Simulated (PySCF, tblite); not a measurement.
# C6H5N: a rotation path, then NMR shifts on frames

Aim: move C6H5N (`C#CC(=C)CC#N`) away from its starting geometry and see how NMR shifts follow the geometry.

Programs: tblite 0.8.0 and PySCF 2.14.0, with density-fitted response routines of our own. Each step states its level of theory. These are calculated values for one molecule in the gas phase, unless marked as measured. Atoms count from 0, in the outputs and in this text.

### 1 The molecule as given

12 atoms, charge 0, multiplicity 1; geometry from: GFN2-xTB.

Bonds of the start (Å): C0–C1 1.20, C1–C2 1.42, C2–C3 1.33, C2–C4 1.51, C4–C5 1.44, C5–N6 1.14, C0–H7 1.05, C3–H8 1.08, C3–H9 1.08, C4–H10 1.09, C4–H11 1.09.

### 2 A band between two rotamers with GFN2-xTB

What the job is given:

```
{"job": {"kind": "neb", "xc": "GFN2-xTB", "basis": "xTB", "atoms": [1, 2, 4, 5], "turn": 120}, "charge": 0, "multiplicity": 1}
C      2.427722     0.605030    -0.248239
C      1.354026     0.118012    -0.023097
C      0.068485    -0.409481     0.248912
C     -0.146427    -1.714981     0.376274
C     -1.037556     0.617920     0.363212
C     -1.335238     1.151098    -0.944296
N     -1.563755     1.553834    -1.988810
H      3.373186     1.011230    -0.451190
H      0.656659    -2.425134     0.282329
H     -1.126975    -2.111756     0.578303
H     -0.725382     1.443287     1.010944
H     -1.943546     0.160254     0.769632
```

Level: GFN2-xTB climbing-image nudged elastic band, gas phase.

Command:

```sh
> OMP_NUM_THREADS=1 python probes_run.py task.json out
```

One launch serves the whole session: the jobs run in the order shown.

Standard output:

```text
image   E - E0 / eV
  0       0.0000
  1       0.0049
  2       0.0135
  3       0.0187
  4       0.0180
  5       0.0141
  6       0.0103
  7       0.0087
  8       0.0077
```

It took 3.4 s on 1 thread of AMD EPYC 7R13, shared host; peak memory 0.19 GiB.

The final band, with the dihedral C1–C2–C4–C5:

| image | dihedral (°) | energy (eV) | energy (kcal/mol) |
| --- | --- | --- | --- |
| 0 | 72 | 0.000 | 0.0 |
| 1 | 87 | 0.005 | 0.1 |
| 2 | 103 | 0.013 | 0.3 |
| 3 | 118 | 0.019 | 0.4 |
| 4 | 134 | 0.018 | 0.4 |
| 5 | 149 | 0.014 | 0.3 |
| 6 | 164 | 0.010 | 0.2 |
| 7 | 178 | 0.009 | 0.2 |
| 8 | 191 | 0.008 | 0.2 |

### 3 Shielding tensors: image 0, PBE0/pcSseg-1

What the job is given:

```
{"job": {"kind": "nmr", "xc": "PBE0", "basis": "pcSseg-1", "pop": false}, "charge": 0, "multiplicity": 1}
C      2.427700     0.605000    -0.248200
C      1.354000     0.118000    -0.023100
C      0.068500    -0.409500     0.248900
C     -0.146400    -1.715000     0.376300
C     -1.037600     0.617900     0.363200
C     -1.335200     1.151100    -0.944300
N     -1.563800     1.553800    -1.988800
H      3.373200     1.011200    -0.451200
H      0.656700    -2.425100     0.282300
H     -1.127000    -2.111800     0.578300
H     -0.725400     1.443300     1.010900
H     -1.943500     0.160300     0.769600
```

With the program's defaults for keys left out, this is: GIAO PBE0/pcSseg-1 NMR shielding, non-relativistic, gas phase.

Standard output:

```text
coarse grid: 10680 points
cycle   1  E = -285.7934861449  dE =  1.053e+00  |g| = 5.112e-01  |ddm| = 3.442e+00
cycle   2  E = -285.6463300958  dE =  1.472e-01  |g| = 9.740e-01  |ddm| = 1.273e+00
cycle   3  E = -285.8534625318  dE = -2.071e-01  |g| = 1.650e-01  |ddm| = 8.110e-01
cycle   4  E = -285.8596733704  dE = -6.211e-03  |g| = 3.986e-02  |ddm| = 1.585e-01
cycle   5  E = -285.8598302421  dE = -1.569e-04  |g| = 3.099e-02  |ddm| = 4.589e-02
cycle   6  E = -285.8600631985  dE = -2.330e-04  |g| = 3.649e-03  |ddm| = 2.355e-02
cycle   7  E = -285.8600663408  dE = -3.142e-06  |g| = 1.167e-03  |ddm| = 4.191e-03
final grid: 105104 points
cycle   8  E = -285.9031178180  dE = -2.935e-05  |g| = 5.093e-03  |ddm| = 4.772e-02
cycle   9  E = -285.9031195358  dE = -1.718e-06  |g| = 4.489e-03  |ddm| = 9.652e-03
cycle  10  E = -285.9031245628  dE = -5.027e-06  |g| = 9.722e-04  |ddm| = 4.152e-03
cycle  11  E = -285.9031247869  dE = -2.241e-07  |g| = 3.066e-04  |ddm| = 9.165e-04
cycle  12  E = -285.9031248047  dE = -1.787e-08  |g| = 1.273e-04  |ddm| = 2.731e-04
cycle  13  E = -285.9031248085  dE = -3.761e-09  |g| = 3.640e-05  |ddm| = 1.310e-04
cycle  14  E = -285.9031248088  dE = -2.955e-10  |g| = 1.126e-05  |ddm| = 3.626e-05
converged SCF energy = -285.9031248088

GIAO shielding tensors (ppm)
atom      isotropic    diamagn.    paramagn.     s11        s22        s33       span
  0 C       95.672     259.282    -163.610     36.955     44.391    205.670    168.715
  1 C      100.678     252.367    -151.688     -1.674      4.872    298.837    300.511
  2 C       56.911     259.531    -202.620    -57.255     73.472    154.515    211.769
  3 C       50.786     250.460    -199.674    -68.402     67.883    152.876    221.278
  4 C      159.103     245.342     -86.239    147.748    151.475    178.085     30.337
  5 C       65.955     260.489    -194.534    -48.643    -45.819    292.327    340.970
  6 N      -35.439     339.273    -374.712   -208.225   -192.211    294.120    502.346
  7 H       28.850      34.192      -5.342     24.812     25.145     36.592     11.780
  8 H       25.641      29.608      -3.967     21.955     24.666     30.303      8.348
  9 H       25.803      29.946      -4.143     21.978     25.189     30.242      8.264
 10 H       28.650      26.966       1.684     25.581     27.102     33.266      7.685
 11 H       28.761      28.206       0.555     24.682     27.783     33.817      9.134
```

It took 11 s on 1 thread of AMD EPYC 7R13, shared host; peak memory 0.7 GiB.

The references, computed at this level on geometries of the same kind, shield at (ppm): 1H TMS 31.72, 13C TMS 186.9, 15N NH3 267.7. Their shielding less the atom's gives the shift. The references are single molecules in the gas phase, so shifts against H2O, NH3, PH3, H3PO4 or CFCl3 are not on the usual liquid scales and can be off by tens of ppm. Each atom is listed at this fixed geometry, with no averaging over motion; a spectrum would average atoms that exchange fast.

| atoms | environment | σ (ppm) | δ (ppm) |
| --- | --- | --- | --- |
| C3 | terminal =CH2 carbon | 50.8 | 136.1 |
| C2 | fully substituted alkene carbon | 56.9 | 130.0 |
| C5 | nitrile carbon | 66.0 | 121.0 |
| C0 | terminal alkyne carbon | 95.7 | 91.3 |
| C1 | alkyne carbon | 100.7 | 86.2 |
| C4 | allylic sp3 CH2 | 159.1 | 27.8 |
| H8 | hydrogen on a terminal =CH2 carbon | 25.64 | 6.08 |
| H9 | hydrogen on a terminal =CH2 carbon | 25.80 | 5.91 |
| H10 | hydrogen on an allylic sp3 CH2 | 28.65 | 3.07 |
| H11 | hydrogen on an allylic sp3 CH2 | 28.76 | 2.96 |
| H7 | hydrogen on a terminal alkyne carbon | 28.85 | 2.87 |
| N6 | nitrile nitrogen | -35.4 | 303.2 |

### 4 Shielding tensors: image 1, PBE0/pcSseg-1

What the job is given:

```
{"job": {"kind": "nmr", "xc": "PBE0", "basis": "pcSseg-1", "pop": false}, "charge": 0, "multiplicity": 1}
C      2.499700     0.586600    -0.117000
C      1.403200     0.119900     0.030300
C      0.094100    -0.381100     0.227500
C     -0.165900    -1.684500     0.268200
C     -0.986500     0.672400     0.367600
C     -1.480400     1.030400    -0.939800
N     -1.868900     1.294400    -1.981400
H      3.464000     0.976500    -0.253700
H      0.615800    -2.415400     0.153200
H     -1.165600    -2.057700     0.414900
H     -0.586500     1.571000     0.845900
H     -1.821800     0.286900     0.958200
```

With the program's defaults for keys left out, this is: GIAO PBE0/pcSseg-1 NMR shielding, non-relativistic, gas phase.

Standard output:

```text
coarse grid: 10680 points
cycle   1  E = -285.7931700206  dE =  1.050e+00  |g| = 5.110e-01  |ddm| = 3.439e+00
cycle   2  E = -285.6460331289  dE =  1.471e-01  |g| = 9.736e-01  |ddm| = 1.268e+00
cycle   3  E = -285.8531838532  dE = -2.072e-01  |g| = 1.629e-01  |ddm| = 7.992e-01
cycle   4  E = -285.8592560668  dE = -6.072e-03  |g| = 3.827e-02  |ddm| = 1.556e-01
cycle   5  E = -285.8593969704  dE = -1.409e-04  |g| = 2.997e-02  |ddm| = 4.429e-02
cycle   6  E = -285.8596153787  dE = -2.184e-04  |g| = 3.670e-03  |ddm| = 2.286e-02
cycle   7  E = -285.8596185303  dE = -3.152e-06  |g| = 1.216e-03  |ddm| = 4.109e-03
final grid: 105104 points
cycle   8  E = -285.9024607721  dE = -2.974e-05  |g| = 5.123e-03  |ddm| = 5.251e-02
cycle   9  E = -285.9024624364  dE = -1.664e-06  |g| = 4.543e-03  |ddm| = 9.530e-03
cycle  10  E = -285.9024675662  dE = -5.130e-06  |g| = 9.151e-04  |ddm| = 4.059e-03
cycle  11  E = -285.9024677735  dE = -2.072e-07  |g| = 2.871e-04  |ddm| = 9.150e-04
cycle  12  E = -285.9024677887  dE = -1.520e-08  |g| = 1.374e-04  |ddm| = 2.671e-04
cycle  13  E = -285.9024677930  dE = -4.279e-09  |g| = 3.837e-05  |ddm| = 1.326e-04
cycle  14  E = -285.9024677933  dE = -3.297e-10  |g| = 1.061e-05  |ddm| = 3.711e-05
converged SCF energy = -285.9024677933

GIAO shielding tensors (ppm)
atom      isotropic    diamagn.    paramagn.     s11        s22        s33       span
  0 C       96.026     258.956    -162.930     39.506     44.979    203.594    164.087
  1 C       99.601     252.063    -152.462     -5.070      4.645    299.229    304.298
  2 C       57.275     259.238    -201.963    -57.351     73.671    155.506    212.858
  3 C       49.525     250.766    -201.241    -72.199     65.402    155.371    227.570
  4 C      160.389     245.372     -84.983    149.756    152.538    178.874     29.118
  5 C       65.376     260.301    -194.925    -50.934    -45.536    292.599    343.533
  6 N      -34.213     339.154    -373.367   -206.578   -188.292    292.231    498.809
  7 H       28.821      34.023      -5.202     24.879     25.127     36.456     11.578
  8 H       25.509      29.653      -4.143     21.776     24.683     30.068      8.292
  9 H       25.716      30.016      -4.300     21.774     25.128     30.247      8.473
 10 H       28.734      27.275       1.458     25.418     27.664     33.118      7.700
 11 H       28.668      27.902       0.766     24.808     27.469     33.726      8.918
```

Run time: 9.8 s. Hardware: 1 thread of AMD EPYC 7R13, shared host; peak memory 0.72 GiB.

This run: δ C3 137.4, C2 129.6, C5 121.5, C0 90.9, H8 6.21, H9 6.00 ppm.

### 5 Shielding tensors: image 3, PBE0/pcSseg-1

What the job is given:

```
{"job": {"kind": "nmr", "xc": "PBE0", "basis": "pcSseg-1", "pop": false}, "charge": 0, "multiplicity": 1}
C      2.614500     0.530600     0.142700
C      1.487900     0.114400     0.148300
C      0.142600    -0.323000     0.168000
C     -0.187200    -1.606900     0.057600
C     -0.897500     0.773600     0.313800
C     -1.754600     0.795600    -0.845000
N     -2.425500     0.794800    -1.770100
H      3.605500     0.874700     0.132500
H      0.562300    -2.371500    -0.051400
H     -1.216000    -1.925500     0.065900
H     -0.414200     1.749100     0.413400
H     -1.516600     0.593400     1.198300
```

Method: GIAO PBE0/pcSseg-1 NMR shielding, non-relativistic, gas phase.

Standard output:

```text
coarse grid: 10680 points
cycle   1  E = -285.7922903479  dE =  1.050e+00  |g| = 5.099e-01  |ddm| = 3.450e+00
cycle   2  E = -285.6458164731  dE =  1.465e-01  |g| = 9.709e-01  |ddm| = 1.282e+00
cycle   3  E = -285.8521166456  dE = -2.063e-01  |g| = 1.608e-01  |ddm| = 8.082e-01
cycle   4  E = -285.8580536212  dE = -5.937e-03  |g| = 3.640e-02  |ddm| = 1.539e-01
cycle   5  E = -285.8581811916  dE = -1.276e-04  |g| = 2.829e-02  |ddm| = 4.284e-02
cycle   6  E = -285.8583782270  dE = -1.970e-04  |g| = 3.754e-03  |ddm| = 2.210e-02
cycle   7  E = -285.8583813426  dE = -3.116e-06  |g| = 1.467e-03  |ddm| = 4.188e-03
final grid: 105104 points
cycle   8  E = -285.9011971822  dE = -2.859e-05  |g| = 5.200e-03  |ddm| = 5.616e-02
cycle   9  E = -285.9011975866  dE = -4.044e-07  |g| = 5.134e-03  |ddm| = 9.677e-03
cycle  10  E = -285.9012038881  dE = -6.301e-06  |g| = 1.283e-03  |ddm| = 4.462e-03
cycle  11  E = -285.9012043051  dE = -4.170e-07  |g| = 2.302e-04  |ddm| = 1.227e-03
cycle  12  E = -285.9012043104  dE = -5.335e-09  |g| = 1.606e-04  |ddm| = 2.426e-04
cycle  13  E = -285.9012043160  dE = -5.597e-09  |g| = 4.040e-05  |ddm| = 1.433e-04
cycle  14  E = -285.9012043164  dE = -3.672e-10  |g| = 8.225e-06  |ddm| = 3.849e-05
converged SCF energy = -285.9012043164

GIAO shielding tensors (ppm)
atom      isotropic    diamagn.    paramagn.     s11        s22        s33       span
  0 C       96.103     258.556    -162.453     43.283     45.264    199.763    156.480
  1 C       98.516     250.823    -152.307     -9.144      4.359    300.334    309.478
  2 C       57.531     260.340    -202.809    -57.166     74.286    155.472    212.638
  3 C       47.640     250.819    -203.180    -80.063     61.722    161.259    241.322
  4 C      162.879     245.315     -82.436    147.489    160.136    181.013     33.524
  5 C       64.169     260.376    -196.207    -55.427    -44.695    292.628    348.055
  6 N      -32.059     339.240    -371.299   -203.102   -186.962    293.886    496.988
  7 H       28.773      33.781      -5.008     24.983     25.118     36.220     11.237
  8 H       25.257      29.760      -4.503     21.347     24.709     29.714      8.366
  9 H       25.468      30.139      -4.670     21.366     24.945     30.094      8.728
 10 H       28.814      27.735       1.079     24.467     28.728     33.246      8.779
 11 H       28.440      27.050       1.390     24.904     26.955     33.462      8.558
```

Run time: 11 s. Hardware: 1 thread of AMD EPYC 7R13, shared host; peak memory 0.72 GiB.

In short: δ C3 139.3, C2 129.4, C5 122.8, C0 90.8, H8 6.46, H9 6.25 ppm.

### 6 Shielding tensors: image 5, PBE0/pcSseg-1

What the job is given:

```
{"job": {"kind": "nmr", "xc": "PBE0", "basis": "pcSseg-1", "pop": false}, "charge": 0, "multiplicity": 1}
C      2.666300     0.461700     0.404100
C      1.528800     0.105300     0.258600
C      0.176700    -0.276600     0.083700
C     -0.176400    -1.538900    -0.141000
C     -0.828300     0.855500     0.185600
C     -1.976500     0.613000    -0.649600
N     -2.876200     0.406100    -1.323300
H      3.665900     0.754500     0.529900
H      0.557100    -2.323800    -0.202200
H     -1.207800    -1.816200    -0.278400
H     -0.364400     1.799000    -0.117300
H     -1.163900     0.959700     1.223900
```

With the program's defaults for keys left out, this is: GIAO PBE0/pcSseg-1 NMR shielding, non-relativistic, gas phase.

Standard output:

```text
coarse grid: 10680 points
cycle   1  E = -285.7954879116  dE =  1.051e+00  |g| = 5.056e-01  |ddm| = 3.470e+00
cycle   2  E = -285.6535714259  dE =  1.419e-01  |g| = 9.573e-01  |ddm| = 1.296e+00
cycle   3  E = -285.8541508345  dE = -2.006e-01  |g| = 1.608e-01  |ddm| = 8.319e-01
cycle   4  E = -285.8600648321  dE = -5.914e-03  |g| = 3.632e-02  |ddm| = 1.537e-01
cycle   5  E = -285.8602007199  dE = -1.359e-04  |g| = 2.732e-02  |ddm| = 4.308e-02
cycle   6  E = -285.8603873586  dE = -1.866e-04  |g| = 4.034e-03  |ddm| = 2.213e-02
cycle   7  E = -285.8603906629  dE = -3.304e-06  |g| = 1.830e-03  |ddm| = 4.456e-03
final grid: 105104 points
cycle   8  E = -285.9033721041  dE = -2.892e-05  |g| = 5.784e-03  |ddm| = 5.590e-02
cycle   9  E = -285.9033695287  dE =  2.575e-06  |g| = 6.690e-03  |ddm| = 1.095e-02
cycle  10  E = -285.9033798794  dE = -1.035e-05  |g| = 1.712e-03  |ddm| = 6.070e-03
cycle  11  E = -285.9033806303  dE = -7.509e-07  |g| = 2.813e-04  |ddm| = 1.666e-03
cycle  12  E = -285.9033806423  dE = -1.196e-08  |g| = 1.808e-04  |ddm| = 3.697e-04
cycle  13  E = -285.9033806505  dE = -8.231e-09  |g| = 4.157e-05  |ddm| = 1.553e-04
cycle  14  E = -285.9033806508  dE = -3.361e-10  |g| = 1.609e-05  |ddm| = 3.385e-05
converged SCF energy = -285.9033806508

GIAO shielding tensors (ppm)
atom      isotropic    diamagn.    paramagn.     s11        s22        s33       span
  0 C       96.371     258.756    -162.385     40.257     46.301    202.555    162.298
  1 C       99.565     249.830    -150.265     -6.596      4.214    301.077    307.673
  2 C       58.505     261.489    -202.984    -55.145     74.769    155.893    211.038
  3 C       48.683     251.195    -202.511    -77.429     60.355    163.125    240.554
  4 C      161.943     245.724     -83.781    144.669    159.117    182.045     37.376
  5 C       64.891     260.437    -195.546    -52.592    -45.313    292.580    345.172
  6 N      -36.544     339.388    -375.932   -206.433   -196.936    293.738    500.171
  7 H       28.848      33.738      -4.890     24.950     25.132     36.462     11.512
  8 H       25.288      29.876      -4.589     21.478     24.662     29.722      8.244
  9 H       25.190      30.801      -5.611     21.620     24.325     29.624      8.004
 10 H       28.735      27.562       1.173     23.592     29.290     33.325      9.733
 11 H       28.452      26.615       1.836     24.492     27.379     33.484      8.992
```

Wall time 9.9 s (1 thread of AMD EPYC 7R13, shared host); peak memory 0.72 GiB.

Key values: δ C3 138.2, C2 128.4, C5 122.0, C0 90.6, H9 6.53, H8 6.43 ppm.

### 7 Shielding tensors: image 8, PBE0/pcSseg-1

What the job is given:

```
{"job": {"kind": "nmr", "xc": "PBE0", "basis": "pcSseg-1", "pop": false}, "charge": 0, "multiplicity": 1}
C      2.604100     0.393700     0.768600
C      1.510000     0.075300     0.390900
C      0.203700    -0.259000    -0.045000
C     -0.115700    -1.494500    -0.416700
C     -0.759800     0.911000    -0.058700
C     -2.129600     0.509500    -0.248100
N     -3.217100     0.189100    -0.393100
H      3.567000     0.651400     1.095500
H      0.612600    -2.286500    -0.394600
H     -1.108900    -1.748100    -0.745700
H     -0.480700     1.598400    -0.866100
H     -0.684400     1.458900     0.887100
```

Level: GIAO PBE0/pcSseg-1 NMR shielding, non-relativistic, gas phase.

Standard output:

```text
coarse grid: 10680 points
cycle   1  E = -285.7980427261  dE =  1.050e+00  |g| = 5.031e-01  |ddm| = 3.492e+00
cycle   2  E = -285.6589949999  dE =  1.390e-01  |g| = 9.488e-01  |ddm| = 1.308e+00
cycle   3  E = -285.8560606966  dE = -1.971e-01  |g| = 1.613e-01  |ddm| = 8.454e-01
cycle   4  E = -285.8619892671  dE = -5.929e-03  |g| = 3.660e-02  |ddm| = 1.541e-01
cycle   5  E = -285.8621353703  dE = -1.461e-04  |g| = 2.685e-02  |ddm| = 4.341e-02
cycle   6  E = -285.8623163629  dE = -1.810e-04  |g| = 4.221e-03  |ddm| = 2.197e-02
cycle   7  E = -285.8623199402  dE = -3.577e-06  |g| = 1.932e-03  |ddm| = 4.552e-03
final grid: 105104 points
cycle   8  E = -285.9052982141  dE = -2.672e-05  |g| = 6.023e-03  |ddm| = 4.585e-02
cycle   9  E = -285.9052942234  dE =  3.991e-06  |g| = 7.310e-03  |ddm| = 1.126e-02
cycle  10  E = -285.9053065728  dE = -1.235e-05  |g| = 1.833e-03  |ddm| = 6.544e-03
cycle  11  E = -285.9053074124  dE = -8.396e-07  |g| = 3.042e-04  |ddm| = 1.693e-03
cycle  12  E = -285.9053074292  dE = -1.685e-08  |g| = 1.670e-04  |ddm| = 3.677e-04
cycle  13  E = -285.9053074364  dE = -7.145e-09  |g| = 4.044e-05  |ddm| = 1.475e-04
cycle  14  E = -285.9053074367  dE = -3.241e-10  |g| = 1.540e-05  |ddm| = 3.358e-05
converged SCF energy = -285.9053074367

GIAO shielding tensors (ppm)
atom      isotropic    diamagn.    paramagn.     s11        s22        s33       span
  0 C       96.906     258.845    -161.939     38.207     46.521    205.990    167.783
  1 C      100.179     249.973    -149.794     -3.866      3.351    301.053    304.919
  2 C       59.469     261.253    -201.785    -53.625     75.733    156.298    209.923
  3 C       50.828     251.482    -200.654    -71.535     61.250    162.771    234.306
  4 C      160.920     246.041     -85.121    143.731    156.402    182.626     38.895
  5 C       66.276     260.063    -193.787    -48.403    -45.699    292.930    341.333
  6 N      -40.671     339.503    -380.175   -214.784   -198.098    290.869    505.653
  7 H       28.935      33.705      -4.770     24.907     25.159     36.739     11.832
  8 H       25.398      29.796      -4.398     21.818     24.545     29.831      8.013
  9 H       25.206      31.117      -5.911     22.104     24.062     29.452      7.348
 10 H       28.527      26.755       1.772     23.916     28.269     33.396      9.480
 11 H       28.628      27.210       1.418     23.454     29.181     33.250      9.796
```

It took 9.8 s on 1 thread of AMD EPYC 7R13, shared host; peak memory 0.71 GiB.

This run: δ C3 136.1, C2 127.5, C5 120.6, C0 90.0, H9 6.51, H8 6.32 ppm.

### 8 Side by side: NMR shifts

Shifts (ppm) of some atoms, chosen among heavy atoms and hydrogens apart, with basis size and wall time:

| frame | C3 | C2 | C1 | C4 | H8 | H9 | N6 | functions | time |
| --- | --- | --- | --- | --- | --- | --- | --- | --- | --- |
| image 0 | 136.1 | 130.0 | 86.2 | 27.8 | 6.08 | 5.91 | 303.2 | 144 | 11 s |
| image 1 | 137.4 | 129.6 | 87.3 | 26.5 | 6.21 | 6.00 | 301.9 | 144 | 9.8 s |
| image 3 | 139.3 | 129.4 | 88.4 | 24.0 | 6.46 | 6.25 | 299.8 | 144 | 11 s |
| image 5 | 138.2 | 128.4 | 87.4 | 25.0 | 6.43 | 6.53 | 304.3 | 144 | 9.9 s |
| image 8 | 136.1 | 127.5 | 86.7 | 26.0 | 6.32 | 6.51 | 308.4 | 144 | 9.8 s |

### 9 What came out

| quantity | value |
| --- | --- |
| barrier | 0.019 eV (0.4 kcal/mol) at image 3 |
| end to end (GFN2-xTB) | 0.008 eV |
| 13C shifts against TMS (PBE0/pcSseg-1, image 0) | 136.1, 130.0, 121.0, 91.3, 86.2, 27.8 ppm |
| 1H shifts against TMS (PBE0/pcSseg-1, image 0) | 6.08, 5.91, 3.07, 2.96, 2.87 ppm |
| 15N shifts against NH3 (PBE0/pcSseg-1, image 0) | 303.2 ppm |
| range of the shift of N6 | 299.8 to 308.4 ppm |

In words: Along the band the dihedral turns by 120°, and the top (dihedral 118°) lies 0.4 kcal/mol above the start (GFN2-xTB, rough), so at room temperature this motion is fast. Ends this close can change order at a higher level. The top was not checked by a frequency run. Shifts at one fixed geometry are not the observed spectrum, which averages over the motion. In the first frame run (image 0): Shielding is most anisotropic at N6 (span 502 ppm, paramagnetic term -375 ppm). In ppm, N6 moves most: its shift spreads over 8.6 ppm, from 299.8 (image 3) to 308.4 (image 8).
